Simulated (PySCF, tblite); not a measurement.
# C6H8Se: a rotation path, then NMR shifts on frames, part 2 of 2

tblite 0.8.0 and PySCF 2.14.0. Atoms count from 0. The steps go on from the part before.

## (5) NMR shieldings: image 4, PBE0/pcSseg-1

What the job is given:

```
{"job": {"kind": "nmr", "xc": "PBE0", "basis": "pcSseg-1", "pop": false}, "charge": 0, "multiplicity": 1}
C      2.960000    -0.630600    -0.619600
C      2.060900    -0.285200     0.091000
C      0.957400     0.132300     0.926600
C     -0.097700     0.958100     0.136700
C     -1.442100     0.326300     0.282400
C     -1.850800    -0.603900    -0.800800
Se    -2.445000     0.611800     1.713500
H      3.771600    -0.923900    -1.215900
H      1.345300     0.723900     1.757700
H      0.485600    -0.757900     1.354300
H     -0.118900     1.975100     0.530500
H      0.185200     0.998000    -0.916900
H     -1.895500    -0.071500    -1.753300
H     -2.819000    -1.054100    -0.597200
H     -1.101600    -1.390300    -0.911100
```

With the program's defaults for keys left out, this is: GIAO PBE0/pcSseg-1 NMR shielding, non-relativistic, gas phase.

The log of the run:

```text
coarse grid: 58192 points
cycle   1  E = -2633.9946873413  dE = -1.725e-01  |g| = 7.399e-01  |ddm| = 3.829e+00
cycle   2  E = -2633.9773149929  dE =  1.737e-02  |g| = 5.685e-01  |ddm| = 1.116e+00
cycle   3  E = -2634.0126502356  dE = -3.534e-02  |g| = 3.755e-01  |ddm| = 8.512e-01
cycle   4  E = -2634.0502485514  dE = -3.760e-02  |g| = 7.935e-02  |ddm| = 4.364e-01
cycle   5  E = -2634.0516788089  dE = -1.430e-03  |g| = 1.660e-02  |ddm| = 9.683e-02
cycle   6  E = -2634.0517419952  dE = -6.319e-05  |g| = 7.096e-03  |ddm| = 2.236e-02
cycle   7  E = -2634.0517525272  dE = -1.053e-05  |g| = 2.678e-03  |ddm| = 6.525e-03
cycle   8  E = -2634.0517545606  dE = -2.033e-06  |g| = 3.819e-04  |ddm| = 3.180e-03
final grid: 123304 points
cycle   9  E = -2634.0517530328  dE =  1.211e-08  |g| = 5.545e-04  |ddm| = 2.140e-03
cycle  10  E = -2634.0517527118  dE =  3.210e-07  |g| = 1.201e-03  |ddm| = 1.760e-03
cycle  11  E = -2634.0517531164  dE = -4.046e-07  |g| = 1.416e-04  |ddm| = 1.256e-03
cycle  12  E = -2634.0517531204  dE = -4.003e-09  |g| = 9.724e-06  |ddm| = 1.317e-04
cycle  13  E = -2634.0517531204  dE = -1.091e-11  |g| = 6.125e-06  |ddm| = 1.537e-05
converged SCF energy = -2634.0517531204

GIAO shielding tensors (ppm)
atom      isotropic    diamagn.    paramagn.     s11        s22        s33       span
  0 C      111.502     256.234    -144.731     39.811     44.980    249.716    209.905
  1 C       97.052     261.607    -164.555    -11.020      5.377    296.798    307.818
  2 C      161.681     248.592     -86.911    137.977    162.781    184.286     46.310
  3 C      130.526     248.030    -117.504    105.298    127.322    158.958     53.660
  4 C     -123.775     260.283    -384.059   -341.286   -179.209    149.168    490.454
  5 C      137.941     247.001    -109.060    113.340    121.822    178.660     65.320
  6 Se    -585.222    2997.843   -3583.065  -3148.214   -255.597   1648.145   4796.359
  7 H       30.154      33.576      -3.421     25.001     25.254     40.208     15.207
  8 H       28.545      27.262       1.284     23.137     28.780     33.719     10.582
  9 H       29.539      29.659      -0.120     25.264     30.264     33.088      7.824
 10 H       27.827      30.824      -2.996     24.765     27.998     30.719      5.953
 11 H       28.242      31.838      -3.596     26.282     28.699     29.745      3.463
 12 H       28.430      28.535      -0.106     25.171     27.813     32.305      7.134
 13 H       27.999      28.890      -0.891     23.989     28.853     31.156      7.167
 14 H       28.149      29.881      -1.732     25.048     28.740     30.659      5.611
```

Run time: 18 s. Hardware: 1 thread of Intel Xeon 6975P-C, shared host; peak memory 0.83 GiB.

This run: δ C4 310.7, C1 89.9, C0 75.4, C3 56.4, H10 3.89, H13 3.72 ppm.

## (6) NMR shieldings: image 6, PBE0/pcSseg-1

What the job is given:

```
{"job": {"kind": "nmr", "xc": "PBE0", "basis": "pcSseg-1", "pop": false}, "charge": 0, "multiplicity": 1}
C      3.265000    -0.311500    -0.435900
C      2.221800    -0.194900     0.139100
C      0.934400    -0.084500     0.789100
C     -0.043300     0.805400    -0.018000
C     -1.447900     0.400200     0.282100
C     -2.068800    -0.552400    -0.675900
Se    -2.285200     0.961300     1.736300
H      4.198500    -0.403900    -0.905200
H      1.062400     0.332000     1.790700
H      0.514100    -1.088800     0.898000
H      0.123300     1.847500     0.260600
H      0.159200     0.689100    -1.084400
H     -2.117500    -0.104600    -1.670600
H     -3.070300    -0.839300    -0.366300
H     -1.449900    -1.447600    -0.761400
```

With the program's defaults for keys left out, this is: GIAO PBE0/pcSseg-1 NMR shielding, non-relativistic, gas phase.

The log of the run:

```text
coarse grid: 58192 points
cycle   1  E = -2633.9977280442  dE = -1.713e-01  |g| = 7.408e-01  |ddm| = 3.885e+00
cycle   2  E = -2633.9801358613  dE =  1.759e-02  |g| = 5.701e-01  |ddm| = 1.128e+00
cycle   3  E = -2634.0159336476  dE = -3.580e-02  |g| = 3.740e-01  |ddm| = 8.408e-01
cycle   4  E = -2634.0532975410  dE = -3.736e-02  |g| = 7.973e-02  |ddm| = 4.278e-01
cycle   5  E = -2634.0547507063  dE = -1.453e-03  |g| = 1.605e-02  |ddm| = 9.446e-02
cycle   6  E = -2634.0548112822  dE = -6.058e-05  |g| = 6.871e-03  |ddm| = 2.255e-02
cycle   7  E = -2634.0548209485  dE = -9.666e-06  |g| = 2.732e-03  |ddm| = 6.323e-03
final grid: 123304 points
cycle   8  E = -2634.0548497911  dE =  6.829e-06  |g| = 5.819e-03  |ddm| = 8.508e-03
cycle   9  E = -2634.0548154951  dE =  3.430e-05  |g| = 1.291e-02  |ddm| = 1.660e-02
cycle  10  E = -2634.0548586883  dE = -4.319e-05  |g| = 5.759e-04  |ddm| = 1.130e-02
cycle  11  E = -2634.0548587643  dE = -7.603e-08  |g| = 1.667e-04  |ddm| = 6.054e-04
cycle  12  E = -2634.0548587724  dE = -8.127e-09  |g| = 3.159e-05  |ddm| = 1.918e-04
cycle  13  E = -2634.0548587726  dE = -1.610e-10  |g| = 1.978e-06  |ddm| = 1.933e-05
converged SCF energy = -2634.0548587726

GIAO shielding tensors (ppm)
atom      isotropic    diamagn.    paramagn.     s11        s22        s33       span
  0 C      110.704     256.846    -146.143     38.915     42.153    251.043    212.127
  1 C       98.593     259.140    -160.548     -5.862      5.218    296.423    302.285
  2 C      160.521     250.347     -89.827    141.808    158.686    181.067     39.259
  3 C      129.420     248.535    -119.115    100.749    124.689    162.820     62.071
  4 C     -120.289     260.400    -380.689   -336.863   -173.158    149.154    486.017
  5 C      139.146     246.940    -107.794    113.463    124.129    179.845     66.382
  6 Se    -628.042    2997.828   -3625.871  -3270.148   -307.746   1693.767   4963.915
  7 H       30.179      33.707      -3.528     24.993     25.201     40.345     15.352
  8 H       28.804      27.246       1.559     23.398     29.255     33.760     10.361
  9 H       29.502      30.074      -0.572     25.059     30.173     33.274      8.215
 10 H       27.900      30.662      -2.762     24.788     28.523     30.388      5.599
 11 H       28.233      32.248      -4.015     25.464     29.195     30.041      4.576
 12 H       28.483      28.367       0.116     25.166     27.849     32.434      7.268
 13 H       28.065      28.704      -0.639     24.009     28.900     31.287      7.278
 14 H       28.238      29.682      -1.444     25.143     28.511     31.060      5.916
```

Wall time 19 s (1 thread of Intel Xeon 6975P-C, shared host); peak memory 0.91 GiB.

Key values: δ C4 307.2, C1 88.3, C0 76.2, C3 57.5, H10 3.82, H13 3.65 ppm.

## (7) Nuclear shieldings: image 8, PBE0/pcSseg-1

What the job is given:

```
{"job": {"kind": "nmr", "xc": "PBE0", "basis": "pcSseg-1", "pop": false}, "charge": 0, "multiplicity": 1}
C      3.430900    -0.008000    -0.168100
C      2.300200    -0.157100     0.194100
C      0.921900    -0.315300     0.602700
C      0.004800     0.645400    -0.185400
C     -1.409700     0.465600     0.252400
C     -2.228600    -0.494200    -0.532800
Se    -2.051200     1.313100     1.667900
H      4.428200     0.111800    -0.469500
H      0.832000    -0.098900     1.671500
H      0.612500    -1.350800     0.433400
H      0.337200     1.666100     0.013600
H      0.107800     0.439200    -1.253100
H     -2.411900    -0.087900    -1.529800
H     -3.185700    -0.685700    -0.054300
H     -1.692800    -1.435200    -0.664600
```

With the program's defaults for keys left out, this is: GIAO PBE0/pcSseg-1 NMR shielding, non-relativistic, gas phase.

The log of the run:

```text
coarse grid: 58192 points
cycle   1  E = -2633.9990797748  dE = -1.676e-01  |g| = 7.418e-01  |ddm| = 3.882e+00
cycle   2  E = -2633.9801965171  dE =  1.888e-02  |g| = 5.749e-01  |ddm| = 1.119e+00
cycle   3  E = -2634.0169691744  dE = -3.677e-02  |g| = 3.775e-01  |ddm| = 8.608e-01
cycle   4  E = -2634.0551333694  dE = -3.816e-02  |g| = 7.996e-02  |ddm| = 4.343e-01
cycle   5  E = -2634.0565980450  dE = -1.465e-03  |g| = 1.593e-02  |ddm| = 9.553e-02
cycle   6  E = -2634.0566565317  dE = -5.849e-05  |g| = 7.218e-03  |ddm| = 2.193e-02
cycle   7  E = -2634.0566674961  dE = -1.096e-05  |g| = 2.693e-03  |ddm| = 6.654e-03
cycle   8  E = -2634.0566695274  dE = -2.031e-06  |g| = 4.130e-04  |ddm| = 3.245e-03
final grid: 123304 points
cycle   9  E = -2634.0566376677  dE =  2.546e-08  |g| = 5.994e-04  |ddm| = 2.959e-03
cycle  10  E = -2634.0566373070  dE =  3.607e-07  |g| = 1.279e-03  |ddm| = 1.791e-03
cycle  11  E = -2634.0566377639  dE = -4.569e-07  |g| = 1.597e-04  |ddm| = 1.293e-03
cycle  12  E = -2634.0566377694  dE = -5.440e-09  |g| = 1.193e-05  |ddm| = 1.660e-04
cycle  13  E = -2634.0566377694  dE = -3.320e-11  |g| = 6.636e-06  |ddm| = 1.749e-05
converged SCF energy = -2634.0566377694

GIAO shielding tensors (ppm)
atom      isotropic    diamagn.    paramagn.     s11        s22        s33       span
  0 C      109.681     257.173    -147.493     39.149     39.697    250.195    211.046
  1 C       99.484     257.913    -158.429     -0.607      2.664    296.395    297.002
  2 C      158.541     250.080     -91.539    141.200    158.193    176.230     35.030
  3 C      127.469     248.536    -121.067     97.375    122.726    162.305     64.930
  4 C     -120.591     259.817    -380.408   -339.063   -170.348    147.638    486.701
  5 C      139.518     246.790    -107.272    112.807    125.915    179.831     67.023
  6 Se    -644.553    2997.840   -3642.393  -3271.834   -332.373   1670.549   4942.383
  7 H       30.165      33.803      -3.638     24.981     25.194     40.319     15.338
  8 H       29.031      27.825       1.206     24.007     29.666     33.420      9.413
  9 H       29.125      29.270      -0.145     24.350     29.529     33.497      9.148
 10 H       27.938      30.969      -3.031     24.453     29.369     29.991      5.538
 11 H       28.065      32.020      -3.955     25.523     28.596     30.077      4.554
 12 H       28.526      27.872       0.654     25.411     27.510     32.657      7.246
 13 H       28.018      28.548      -0.529     24.002     28.878     31.176      7.174
 14 H       28.338      29.500      -1.162     25.020     28.769     31.224      6.204
```

Wall time 18 s (1 thread of Intel Xeon 6975P-C, shared host); peak memory 0.86 GiB.

In short: δ C4 307.5, C1 87.4, C0 77.2, C3 59.5, H10 3.78, H13 3.70 ppm.

## (8) Side by side: NMR shifts

Shifts (ppm) of some atoms, chosen among heavy atoms and hydrogens apart, with basis size and wall time:

| frame | C4 | C0 | C5 | C2 | H14 | H9 | Se6 | functions | time |
| --- | --- | --- | --- | --- | --- | --- | --- | --- | --- |
| image 0 | 309.6 | 79.6 | 52.7 | 29.2 | 4.28 | 2.75 | 2290 | 183 | 20 s |
| image 2 | 312.9 | 76.2 | 50.7 | 28.0 | 3.82 | 2.47 | 2300 | 183 | 19 s |
| image 4 | 310.7 | 75.4 | 49.0 | 25.2 | 3.57 | 2.18 | 2344 | 183 | 18 s |
| image 6 | 307.2 | 76.2 | 47.8 | 26.4 | 3.48 | 2.21 | 2386 | 183 | 19 s |
| image 8 | 307.5 | 77.2 | 47.4 | 28.4 | 3.38 | 2.59 | 2403 | 183 | 18 s |

## (9) What came out

What follows sums up all 2 parts.

| quantity | value |
| --- | --- |
| barrier | 0.128 eV (3.0 kcal/mol) at image 4 |
| end to end (GFN2-xTB) | 0.042 eV |
| ¹³C shifts against TMS (PBE0/pcSseg-1, image 0) | 309.6, 90.0, 79.6, 56.7, 52.7, 29.2 ppm |
| ¹H shifts against TMS (PBE0/pcSseg-1, image 0) | 4.28, 3.85, 3.57, 3.41, 3.22, 2.95, 2.75, 1.70 ppm |
| ⁷⁷Se shifts against Me2Se (PBE0/pcSseg-1, image 0) | 2290 ppm |
| range of the shift of Se6 | 2290 to 2403 ppm |

Along the band the dihedral turns by 112°, and the top (dihedral 125°) lies 3.0 kcal/mol above the start (GFN2-xTB, rough), so at room temperature this motion is fast. Ends this close can change order at a higher level. The top was not checked by a frequency run. Shifts at one fixed geometry are not the observed spectrum, which averages over the motion. In the first frame run (image 0): The widest tensor belongs to Se6: span 4631 ppm, with a paramagnetic part of -3530 ppm. In ppm, Se6 moves most: its shift spreads over 112 ppm, from 2290 (image 0) to 2403 (image 8). Spin-orbit coupling is left out, which matters for shieldings and couplings at and beside the heavy atoms.
